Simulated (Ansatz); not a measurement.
# TiI₄: up Jacob's ladder to CCSD(T)

One table from this session's results is given with a row withheld; the runs are named, their logs left out.

Program: Ansatz 0.2.0, Gaussian basis. Level of theory: functionals in def2-TZVPP, the program's frozen cores in correlated methods. These are calculated values, not measurements.

Plan: LDA (SPW92), PBE-D4, revPBE-D4, BLYP-D4, r2SCAN-D4, B97M-V, PBE0-D4, B3LYP-D4, r2SCANh-D4, r2SCAN0-D4, HSE06-D4, BHLYP-D4, CAM-B3LYP-D4, LC-ωPBE, ωB97X-V, ωB97M-V, B2PLYP, PBE-QIDH; CCSD(T)/def2-SVP; CCSD(T)/def2-TZVPP; MP2/def2-QZVPP; extrapolation to the limit; RPA on PBE.

2 further runs of the same task are left out: 2 that didn't finish.

### The geometry

An earlier PBE0-D4 in a triple-zeta def2 set relaxation fixed the geometry. I takes the def2 core potential; no spin-orbit term is included.

5 atoms, charge 0, spin multiplicity 1.

Atoms are counted from 1 here; the program's logs count them from 0.

Bond lengths: I1–Ti2 2.527 Å, Ti2–I3 2.527 Å, Ti2–I4 2.527 Å, Ti2–I5 2.527 Å. Angles: I1–Ti2–I3 109.5°, I1–Ti2–I4 109.5°, I1–Ti2–I5 109.5°, I3–Ti2–I4 109.5°, I3–Ti2–I5 109.5°, I4–Ti2–I5 109.5°.

Set-up of the first run:

Input file in.yaml:

```yaml
crystal:
  periodic: [false, false, false]
  atoms:
    - {symbol: I, position_ang: [-1.158637, -0.016524, 2.231728]}
    - {symbol: Ti, position_ang: [0.009984, -0.014740, -0.008280]}
    - {symbol: I, position_ang: [2.164590, -1.322786, 0.164926]}
    - {symbol: I, position_ang: [-1.487183, -1.083531, -1.740184]}
    - {symbol: I, position_ang: [0.521145, 2.363882, -0.689591]}
basis:
  gaussian: {orbitals: def2-TZVPP}
hamiltonian: {xc: lda}
output: {orbitals: {seedname: orbitals}}
```

On the command line:

```bash
ansatz run in.yaml --threads 2 --pin off --events-out ev --progress --plain --max-ram 32768MiB --backend cpu
```

Steps of the session up to this table: LDA; PBE-D4 (GGA); revPBE-D4 (GGA); BLYP-D4 (GGA); r2SCAN-D4 (meta-GGA); B97M-V (meta-GGA); B3LYP-D4 (hybrid); r2SCANh-D4 (hybrid); r2SCAN0-D4 (hybrid); HSE06-D4 (hybrid); BHLYP-D4 (hybrid); CAM-B3LYP-D4 (range-separated); LC-ωPBE (range-separated); ωB97X-V (range-separated); ωB97M-V (range-separated); B2PLYP (double hybrid); PBE-QIDH (double hybrid).

One of the session's tables, all rows but one given; the rest of the session is left out.

It belongs to the step «Orbital energies across the functionals». 

```
  functional  HOMO (eV)  LUMO (eV)  gap (eV)
 LDA (SPW92)      -6.87      -4.55      2.32
      PBE-D4      -6.70      -4.33      2.37
   revPBE-D4      -6.64      -4.26      2.38
     BLYP-D4      -6.50      -4.17      2.33
   r2SCAN-D4      -7.01      -4.37      2.64
      B97M-V      -6.93      -4.26      2.67
     PBE0-D4      -7.75      -3.62      4.13
    B3LYP-D4      -7.50      -3.78      3.73
  r2SCANh-D4      -7.39      -4.08      3.31
  r2SCAN0-D4      -7.96      -3.62      4.34
    HSE06-D4      -7.38      -3.99      3.39
    BHLYP-D4      -8.63      -2.64      5.99
CAM-B3LYP-D4      -8.90      -2.65      6.24
     LC-ωPBE     -10.18      -1.79      8.39
     ωB97X-V          ?          ?         ?
     ωB97M-V      -9.74      -1.72      8.02
```

Estimate the missing values for ωB97X-V.

**Answer.** HOMO (eV): -9.86; LUMO (eV): -1.75; gap (eV): 8.11. In the column «HOMO (eV)» it lies between LC-ωPBE (-10.18) and ωB97M-V (-9.74).
